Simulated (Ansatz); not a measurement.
# Ni16H4C: the cost of one run

Method: DFT PBE+D3(BJ), scalar-relativistic, plane waves, PAW, in Ansatz 0.2.0.

## Step 1: The starting structure

It takes space group P3 (No. 143, trigonal). Conventional cell: a = 4.984 Å, b = 4.984 Å, c = 26.104 Å, α = 90.00°, β = 90.00°, γ = 120.00°. Ni (site symmetry 1) has 9 Ni at 2.49 Å as nearest neighbours. Ni (site symmetry 3) has 9 Ni at 2.49 Å as nearest neighbours. Ni (site symmetry 3) has 12 Ni at 2.49 Å as nearest neighbours. Ni (site symmetry 1) has 12 Ni at 2.49 Å as nearest neighbours. Only part of the 11 independent sites is listed.

Structure file:

```
CELL_PARAMETERS angstrom
4.98369 0.00000 0.00000
2.49184 4.31600 0.00000
0.00000 0.00000 26.10375
ATOMIC_POSITIONS crystal
Ni 0.00000 0.00000 0.38309
Ni 0.50000 0.00000 0.38309
Ni 0.00000 0.50000 0.38309
Ni 0.50000 0.50000 0.38309
Ni 0.16667 0.16667 0.46103
Ni 0.66667 0.16667 0.46103
Ni 0.16667 0.66667 0.46103
Ni 0.66667 0.66667 0.46103
Ni 0.83333 0.33333 0.53897
Ni 0.33333 0.33333 0.53897
Ni 0.83333 0.83333 0.53897
Ni 0.33333 0.83333 0.53897
Ni 0.00000 0.00000 0.61691
Ni 0.50000 0.00000 0.61691
Ni 0.00000 0.50000 0.61691
Ni 0.50000 0.50000 0.61691
C 0.16667 0.16667 0.77781
H 0.16667 0.16667 0.81976
H 0.37382 0.16667 0.76383
H 0.95952 0.37382 0.76383
H 0.16667 0.95952 0.76383
```

## Step 2: Single point: Ni16H4C slab

The cell repeats along c, and a dipole correction in the vacuum removes the field between the copies.

input.yaml reads:

```yaml
crystal:
  lattice:
    - [4.9836885938, 0.0, 0.0]
    - [2.4918442969, 4.3160009268, 0.0]
    - [0.0, 0.0, 26.1037470459]
  atoms:
    - { symbol: Ni, position: [0.0, 0.0, 0.3830867646], spin: 0.6 }
    - { symbol: Ni, position: [0.5, 0.0, 0.3830867646], spin: 0.6 }
    - { symbol: Ni, position: [0.0, 0.5, 0.3830867646], spin: 0.6 }
    - { symbol: Ni, position: [0.5, 0.5, 0.3830867646], spin: 0.6 }
    - { symbol: Ni, position: [0.1666666667, 0.1666666667, 0.4610289215], spin: 0.6 }
    - { symbol: Ni, position: [0.6666666667, 0.1666666667, 0.4610289215], spin: 0.6 }
    - { symbol: Ni, position: [0.1666666667, 0.6666666667, 0.4610289215], spin: 0.6 }
    - { symbol: Ni, position: [0.6666666667, 0.6666666667, 0.4610289215], spin: 0.6 }
    - { symbol: Ni, position: [-0.1666666667, 0.3333333333, 0.5389710785], spin: 0.6 }
    - { symbol: Ni, position: [0.3333333333, 0.3333333333, 0.5389710785], spin: 0.6 }
    - { symbol: Ni, position: [-0.1666666667, 0.8333333333, 0.5389710785], spin: 0.6 }
    - { symbol: Ni, position: [0.3333333333, 0.8333333333, 0.5389710785], spin: 0.6 }
    - { symbol: Ni, position: [0.0, 0.0, 0.6169132354], spin: 0.6 }
    - { symbol: Ni, position: [0.5, 0.0, 0.6169132354], spin: 0.6 }
    - { symbol: Ni, position: [0.0, 0.5, 0.6169132354], spin: 0.6 }
    - { symbol: Ni, position: [0.5, 0.5, 0.6169132354], spin: 0.6 }
    - { symbol: C, position: [0.1666666667, 0.1666666667, 0.7778096765] }
    - { symbol: H, position: [0.1666666667, 0.1666666667, 0.8197576773] }
    - { symbol: H, position: [0.3738156449, 0.1666666667, 0.7638270096] }
    - { symbol: H, position: [-0.0404828973, 0.3738150591, 0.7638270096] }
    - { symbol: H, position: [0.1666690096, -0.040483483, 0.7638270096] }
magnetization:
  spin_polarized: true
scf:
  occupations: { method: gaussian, width: 0.1 }
output:
  forces: true
  populations: true
hamiltonian:
  xc: pbe
  dispersion: d3bj
kpoints:
  mp_grid: { grid: [6, 6, 1] }
efield:
  axis: 3
  dipole_correction: true
```

On the command line:

```bash
ansatz run input.yaml --threads 8 --pin off --max-ram 15360MiB --backend cpu --events-out ev --progress --plain --runs-dir out
```

What time and memory should one allow on 8 threads of AMD EPYC 9R45 (Zen 5), shared host?

About 18 s, with a peak of 4.3 GiB.
